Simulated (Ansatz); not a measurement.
The system is BaY.

```
CELL_PARAMETERS angstrom
4.42037 0.00000 0.00000
0.00000 4.42037 0.00000
0.00000 0.00000 4.42037
ATOMIC_POSITIONS crystal
Ba 0.00000 0.00000 0.00000
Y 0.50000 0.50000 0.50000
```

The cell was built by a generator and needn't be a form met in nature.

Base run:

* Program: Ansatz 0.2.0
* Functional: PBE
* Potentials or basis: Ansatz PAW
* Cutoff: 420 eV
* Density cutoff: 1680 eV
* k mesh: 6 × 6 × 6
* Occupations: fermi-dirac, width 0.05 eV
* Spin: no spin polarisation

Its results: band gap on the k mesh none (metal or under the smearing width); pressure -0.1 GPa.

Question: The run is repeated on the same cell with these changes: functional from PBE to PBEsol. What comes out?

Answer: Band gap on the k mesh none (metal or under the smearing width); pressure -1.4 GPa.

PBEsol binds more tightly than PBE, so the same cell stands under less pressure.

Caveats: the PAW data sets come from PBE, with cores solved anew for the run's functional, which leaves a small shift of forces and pressure (some runs).

Not every run made on this cell is shown here.
